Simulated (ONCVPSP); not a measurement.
**Pseudopotential generation for Sn: ONCV, PBE**

Aim: build the potential from the settings below, then test how well it stands in for the atom: other configurations, scattering, ghost states and the plane-wave cutoff that it needs.

Method: ONCVPSP 4.0.1, PBE, scalar-relativistic.

**1. The atom and the settings**

The settings as typed:

* element: tin (Sn, Z = 50)
* type: optimised norm-conserving Vanderbilt (ONCV)
* frozen core: [Kr] 4d10
* valence charge: 4
* reference configuration: 5s1 5p3
* partial waves: 5s: rc 2.20 bohr, ncon 4, nbas 7, qcut 2.6 1/bohr, 2 projectors, debl 2.5 Ha; 5p: rc 2.10 bohr, ncon 3, nbas 8, qcut 3.6 1/bohr, 1 projector; d scattering state at 0.14 Ha: rc 2.05 bohr, ncon 3, nbas 6, qcut 4.9 1/bohr, 2 projectors, debl 3.4 Ha
* local potential: polynomial inside 1.35 bohr (lpopt 5, dvloc0 -1 Ha)
* core correction: Teter function, fcfact 5, rcfact 1.75

**2. Generation**

Contents of Sn.dat:

```
# ATOM AND REFERENCE CONFIGURATION
# atsym  z   nc   nv     iexc    psfile
  Sn 50.00    9    2        4      upf
#
#   n    l    f
    1    0    2.00
    2    0    2.00
    2    1    6.00
    3    0    2.00
    3    1    6.00
    3    2   10.00
    4    0    2.00
    4    1    6.00
    4    2   10.00
    5    0    1.00
    5    1    3.00
#
# PSEUDOPOTENTIAL AND OPTIMIZATION
# lmax
    2
#
#   l,   rc,      ep,       ncon, nbas, qcut
    0    2.20    0.00    4    7    2.60
    1    2.10    0.00    3    8    3.60
    2    2.05    0.14    3    6    4.90
#
# LOCAL POTENTIAL
# lloc, lpopt,  rc(5),   dvloc0
    4    5    1.35   -1.00
#
# VANDERBILT-KLEINMAN-BYLANDER PROJECTORs
# l, nproj, debl
    0    2    2.50
    1    1    0.60
    2    2    3.40
#
# MODEL CORE CHARGE
# icmod, fcfact, rcfact
    3    5.00    1.75
#
# LOG DERIVATIVE ANALYSIS
# epsh1, epsh2, depsh
   -2.00    5.00    0.02
#
# OUTPUT GRID
# rlmax, drl
    6.00    0.01
#
# TEST CONFIGURATIONS
# ncnf
    4
# nvcnf
#   n    l    f
    2
    5    0    2.00
    5    1    2.00
#
    2
    5    0    2.00
    5    1    1.00
#
    2
    5    0    2.00
    5    1    0.00
#
    2
    5    0    1.00
    5    1    2.00
#
```

Run with:

```
$ oncvpsp.x < Sn.dat > Sn.out
```

What does the calculation give? Wanted: cutoffs for 1 and 0.1 mHa per electron, occupied waves; bound ghosts; GHOST(+) flags; largest test error; largest phase difference near zero energy, channels read; rms error of d²Exc/dn², without and with the model core.

The runs gave:

| quantity | value |
| --- | --- |
| cutoffs for 1 and 0.1 mHa per electron, occupied waves | 19 Ha and 25 Ha |
| bound ghosts | s at -32.78 eV, p at -22.20 eV |
| GHOST(+) flags | none at low energy |
| largest test error (AE − PS) | -536 meV, for 5s2 5p0 |
| largest phase difference near zero energy, channels read | 3.032 rad |
| rms error of d²Exc/dn², without and with the model core | 8.78 and 6.49 mHa |

What this shows: A bound ghost (s, p) makes it unfit for use: electrons can fall into a state that the atom doesn't have. By total energies transferability is poor: the largest error is 536 meV on 13.9 eV, for 5s2 5p0. By its cutoff, 19 Ha for the looser tolerance, it is of middling hardness. At the looser tolerance the 5s wave is the slowest; 5p needs 5 Ha. Near zero energy the largest phase difference among the channels read is 3.03 rad, in the d channel. A step near π is an extra or missing state, not a misfit of shape. The pseudo curves have poles with no partner nearby in the atom's: s at -1.21 Ha, p at -0.80 Ha, d at 0.01 Ha. At positive energy that is a spurious or a displaced resonance.
